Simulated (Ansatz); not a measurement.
# Li2ScCuC6N6: the cost of one run

Program: Ansatz 0.2.0. Level of theory: DFT PBE, scalar-relativistic, plane waves, PAW. These are calculated values, not measurements.

## Step 1: Starting point

Symmetry: Fm-3m, No. 225, cubic system. Conventional cell: a = 10.399 Å, b = 10.399 Å, c = 10.399 Å, α = 90.00°, β = 90.00°, γ = 90.00°. Li (site symmetry -43m) has 12 C at 3.72 Å and 12 N at 3.72 Å in its first shell of neighbours. Sc (site symmetry m-3m) is surrounded by 6 C at 2.02 Å. Cu (site symmetry m-3m) is surrounded by 6 N at 2.01 Å. Around C (site symmetry 4mm) lie 1 N at 1.17 Å and 1 Sc at 2.02 Å. N (site symmetry 4mm) has 1 C at 1.17 Å and 1 Cu at 2.01 Å in its first shell of neighbours.

Coordinates:

```xyz
16
Lattice="0.0000 5.1995 5.1995 5.1995 0.0000 5.1995 5.1995 5.1995 0.0000" Properties=species:S:1:pos:R:3 pbc="T T T"
Li    2.5997    2.5997    2.5997
Li    7.7992    7.7992    7.7992
Sc    0.0000    0.0000    0.0000
Cu    5.1995    5.1995    5.1995
C     2.0220    5.1995    5.1995
C     5.1995    2.0220    5.1995
C     5.1995    5.1995    2.0220
C     8.3770    5.1995    5.1995
C     5.1995    8.3770    5.1995
C     5.1995    5.1995    8.3770
N     3.1920    5.1995    5.1995
N     5.1995    3.1920    5.1995
N     5.1995    5.1995    3.1920
N     7.2070    5.1995    5.1995
N     5.1995    7.2070    5.1995
N     5.1995    5.1995    7.2070
```

The cell is invented: cyanide-bridged rock-salt net of two metals, 2 guest cations a cell (Fm-3m, No. 225). Lengths come from tabulated atomic sizes and are only a guess.

## Step 2: A first look at the guess

input.yaml

```yaml
crystal:
  lattice:
    - [0.0, 5.1995, 5.1995]
    - [5.1995, 0.0, 5.1995]
    - [5.1995, 5.1995, 0.0]
  atoms:
    - { symbol: Li, position: [0.25, 0.25, 0.25] }
    - { symbol: Li, position: [0.75, 0.75, 0.75] }
    - { symbol: Sc, position: [0.0, 0.0, 0.0] }
    - { symbol: Cu, position: [0.5, 0.5, 0.5], spin: 1.0 }
    - { symbol: C, position: [0.80555823, 0.19444177, 0.19444177] }
    - { symbol: C, position: [0.19444177, 0.80555823, 0.19444177] }
    - { symbol: C, position: [0.19444177, 0.19444177, 0.80555823] }
    - { symbol: C, position: [0.19444177, 0.80555823, 0.80555823] }
    - { symbol: C, position: [0.80555823, 0.19444177, 0.80555823] }
    - { symbol: C, position: [0.80555823, 0.80555823, 0.19444177] }
    - { symbol: "N", position: [0.69304741, 0.30695259, 0.30695259] }
    - { symbol: "N", position: [0.30695259, 0.69304741, 0.30695259] }
    - { symbol: "N", position: [0.30695259, 0.30695259, 0.69304741] }
    - { symbol: "N", position: [0.30695259, 0.69304741, 0.69304741] }
    - { symbol: "N", position: [0.69304741, 0.30695259, 0.69304741] }
    - { symbol: "N", position: [0.69304741, 0.69304741, 0.30695259] }
basis:
  ecutwfc: 420
kpoints:
  mp_grid: { grid: [4, 4, 4] }
hamiltonian:
  xc: pbe
scf:
  occupations: { method: gaussian, width: 0.1 }
  lower_state_search: "off"
output:
  forces: true
  stress: true
  eigenvalues: true
  populations: true
magnetization:
  spin_polarized: true
```

Command:

```bash
$ ansatz run input.yaml --threads 1 --pin off --max-ram 2560MiB --backend cpu --events-out ev --progress --plain --runs-dir out
```

Q: Estimate wall time and peak memory on 1 thread of AMD EPYC 9R45 (Zen 5), shared host.

About 17 s, with a peak of 0.8 GiB.
